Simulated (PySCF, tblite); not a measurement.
# C₈H₁₈P+: geometry, infrared bands and NMR shifts

What infrared bands and NMR shifts should C₈H₁₈P+ (`C=C(C)[PH2+]C(C)(C)CC`) show?

Programs: tblite 0.8.0 and PySCF 2.14.0, with density-fitted response routines of our own. Each step states its level of theory. These are calculated values for one molecule in the gas phase, unless marked as measured. Atoms count from 0, in the outputs and in this text.

## (1) The starting structure

27 atoms, charge 1, multiplicity 1; geometry from: force field or distance geometry start.

Bonds of the start (Å): C0–C1 1.35, C1–C2 1.50, C1–P3 1.75, P3–C4 1.84, C4–C5 1.54, C4–C6 1.54, C4–C7 1.55, C7–C8 1.53, C0–H9 1.07, C0–H10 1.09, C2–H11 1.08, C2–H12 1.10, C2–H13 1.09, P3–H14 1.42, P3–H15 1.41, C5–H16 1.09, C5–H17 1.10, C5–H18 1.09, C6–H19 1.09, C6–H20 1.10, C6–H21 1.10, C7–H22 1.10, C7–H23 1.08, C8–H24 1.09, C8–H25 1.08, C8–H26 1.09.

## (2) Geometry optimisation with GFN2-xTB

Job settings and geometry (Å):

```
{"job": {"kind": "relax", "xc": "GFN2-xTB", "basis": "xTB"}, "charge": 1, "multiplicity": 1}
C      2.780200     0.547900     0.698000
C      1.926600    -0.353800     0.172200
C      2.278300    -1.146700    -1.046800
P      0.425500    -0.767800     0.975200
C     -0.848400     0.444100     0.443000
C     -2.156700     0.095900     1.177200
C     -0.438700     1.872500     0.850800
C     -1.068100     0.430100    -1.089200
C     -1.530400    -0.916000    -1.655100
H      3.715200     0.786600     0.230300
H      2.525300     1.077300     1.613800
H      3.277700    -0.934200    -1.407600
H      1.566500    -0.908700    -1.848500
H      2.211500    -2.216100    -0.842200
H      0.615200    -0.746200     2.383500
H      0.074400    -2.107700     0.696200
H     -2.437100    -0.943100     1.013900
H     -2.021700     0.206900     2.261700
H     -2.980700     0.743400     0.871900
H      0.443200     2.214300     0.304400
H     -1.250300     2.593300     0.675900
H     -0.188100     1.906100     1.921300
H     -1.811800     1.193400    -1.352600
H     -0.153400     0.703900    -1.603500
H     -1.598300    -0.848800    -2.744400
H     -0.849600    -1.720100    -1.402300
H     -2.526400    -1.180300    -1.285100
```

Started as:

```sh
OMP_NUM_THREADS=1 python probes_run.py task.json out
```

One launch serves the whole session: the jobs run in the order shown.

**Question.** This job is followed by: GFN2-xTB harmonic vibrations, gas phase; GIAO PBE0/pcSseg-1 NMR shielding, non-relativistic, gas phase. Predict these results of the whole session: strongest single infrared mode (GFN2-xTB); zero-point energy (GFN2-xTB); ¹³C shifts against TMS (PBE0/pcSseg-1, means over atoms taken as alike); ¹H shifts against TMS (PBE0/pcSseg-1, means over atoms taken as alike); ³¹P shifts against H3PO4 (PBE0/pcSseg-1).

The runs gave:

| quantity | value |
| --- | --- |
| strongest single infrared mode (GFN2-xTB) | 2437 cm⁻¹, 100 km/mol |
| zero-point energy (GFN2-xTB) | 147.8 kcal/mol |
| ¹³C shifts against TMS (PBE0/pcSseg-1, means over atoms taken as alike) | 154.3, 127.6, 48.4, 32.9, 25.9, 25.5, 15.1 ppm |
| ¹H shifts against TMS (PBE0/pcSseg-1, means over atoms taken as alike) | 7.17, 6.54, 5.49, 2.47, 1.84, 1.62, 1.35 ppm |
| ³¹P shifts against H3PO4 (PBE0/pcSseg-1) | -24.2 ppm |

What this shows: Relaxing lowered the energy by 0.250 eV in 102 steps; the close pair that moved most is C1–P3, from 1.752 to 1.805 Å. All 75 modes are real, so the xTB geometry is a minimum. The strongest single mode, at 2437 cm⁻¹, moves mainly H14. GFN2-xTB is a fitted tight-binding method: band positions and strengths are rough. Its intensities can rank the bands wrongly. At PBE0/pcSseg-1: Shielding is most anisotropic at C0 (span 235 ppm, paramagnetic term -219 ppm).
